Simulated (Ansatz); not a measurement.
**CBr2F2 (SMILES FC(F)(Br)Br): B3LYP/6-31G(d) (spherical functions)**

What is the electronic atomisation energy of CBr2F2 at B3LYP/6-31G* (spherical functions)? 

The results are computed with Ansatz 0.2.0.

57 further runs of the same task are left out: 57 set aside as unsound or not needed.

**1. Starting point**

The species is CBr2F2 (5 atoms), meant as a singlet with charge 0. SMILES: `FC(F)(Br)Br`. The coordinates come from a PBE0-D4/def2-TZVP relaxation.

Bond lengths: F1–C2 1.324 Å, C2–F3 1.324 Å, C2–Br4 1.933 Å, C2–Br5 1.933 Å. Angles: F1–C2–F3 108.1°, F1–C2–Br4 109.2°, F1–C2–Br5 109.2°, F3–C2–Br4 109.2°, F3–C2–Br5 109.2°, Br4–C2–Br5 111.7°.

**2. A single-point energy at B3LYP/6-31G(d) (spherical functions)**

in.yaml

```yaml
crystal:
  periodic: [false, false, false]
  atoms:
    - symbol: F
      position_ang: [-0.970400, -0.113400, 0.986300]
    - symbol: C
      position_ang: [0.004800, -0.087600, 0.090900]
    - symbol: F
      position_ang: [0.914800, -0.981400, 0.446600]
    - symbol: Br
      position_ang: [-0.709300, -0.561200, -1.642100]
    - symbol: Br
      position_ang: [0.810000, 1.669900, 0.077000]
basis:
  gaussian:
    orbitals: 6-31G_st_-spherical.json
hamiltonian:
  xc: {name: B3LYP}
accuracy: high
output: {orbitals: {seedname: orbitals}}
```

The basis set 6-31G* is read from a file made from the Basis Set Exchange's data (not shown).

On the command line:

```console
$ ansatz run in.yaml --threads 1 --pin off --max-ram 3480MiB --events-out events.jsonl --progress --plain --runs-dir runs
```

The program printed:

```text
Warning: RAYON_NUM_THREADS=1 ignored (pool sized by the plan → 1); use --threads N
Functional definition: B3LYP
  name "B3LYP"
  parameter a0 = 0.2
  parameter ax = 0.72
  parameter ac = 0.81
  exchange = (1 - a0 - ax)*slater_x + ax*b88_x + a0*exact_x
  correlation = (1 - ac)*vwn_rpa_c + ac*lyp_c
2130 factors; integrals over basis functions are off by at most 9.7e-9 eV
mean field evaluation 1: about -146545.3336 eV, gradient 3.3e1 eV
mean field evaluation 2: about -146542.2664 eV, gradient 5.5e1 eV
mean field evaluation 4: about -146546.9778 eV, gradient 1.9e0 eV
mean field evaluation 8: about -146547.1183 eV, gradient 1.6e-1 eV
mean field evaluation 16: about -146547.1183 eV, gradient 1.8e-5 eV
mean field -146547.11830926 eV, -5385.5072646609 hartree, gradient 2.6e-8 eV, S^2 0.000000; 0 other end points of the search recorded, 0 dependent functions left out
reference -146547.11834123 eV, -5385.5072658359 hartree; 47, 47 occupied and 59, 59 virtual orbitals, 2130 factors
Total energy: -146547.11834123 eV, -5385.5072658359 hartree
```

Run time: 8.4 s. Hardware: 1 thread of AMD EPYC 9R14 (Zen 4), shared host; peak memory 0.47 GiB.

**3. The Br atom at the same level**

molecule.yaml

```yaml
crystal:
  periodic: [false, false, false]
  atoms:
    - {symbol: Br, position_ang: [0.000000, 0.000000, 0.000000]}
basis:
  gaussian:
    orbitals: 6-31G_st_-spherical.json
magnetization:
  spin_polarized: true
  initial_magnetization: 1
hamiltonian:
  xc: {name: B3LYP}
accuracy: high
```

The basis set 6-31G* is read from a file made from the Basis Set Exchange's data (not shown).

Run the same way, it converges to -2573.83095 Eh (log not shown).

**4. The C atom, same level**

run.yaml

```yaml
crystal:
  periodic: [false, false, false]
  atoms:
    - {symbol: C, position_ang: [0.000000, 0.000000, 0.000000]}
basis:
  gaussian:
    orbitals: 6-31G_st_-spherical.json
hamiltonian:
  xc: {name: B3LYP}
magnetization:
  spin_polarized: true
  initial_magnetization: 2
accuracy: high
```

The basis set 6-31G* is read from a file made from the Basis Set Exchange's data (not shown).

Run the same way, it converges to -37.84469 Eh (log not shown).

**5. The F atom, same level**

job.yaml

```yaml
basis:
  gaussian: {orbitals: 6-31G_st_-spherical.json}
crystal:
  periodic: [false, false, false]
  atoms:
    - {symbol: F, position_ang: [0.000000, 0.000000, 0.000000]}
total_charge: 0
magnetization: {spin_polarized: true, initial_magnetization: 1}
hamiltonian: {xc: {name: B3LYP}}
accuracy: high
```

The basis set 6-31G* is read from a file made from the Basis Set Exchange's data (not shown).

Run the same way, it converges to -99.71458 Eh (log not shown).

**6. Outcome**

At B3LYP/6-31G* (spherical functions):

| quantity | value |
| --- | --- |
| molecule: total energy | -5385.50727 Eh |
| molecule: HOMO energy | -8.20 eV |
| molecule: LUMO energy | -1.87 eV |
| molecule: HOMO–LUMO gap | 6.32 eV |
| Br atom: total energy | -2573.83095 Eh |
| Br atom: ⟨S²⟩ | 0.751 |
| C atom: total energy | -37.84469 Eh |
| C atom: ⟨S²⟩ | 2.002 |
| F atom: total energy | -99.71458 Eh |
| F atom: ⟨S²⟩ | 0.751 |
| electronic atomisation energy | 15.552 eV |

Taking the molecule apart into free atoms costs 15.55 eV (1501 kJ/mol), before zero-point energy and without spin-orbit coupling.
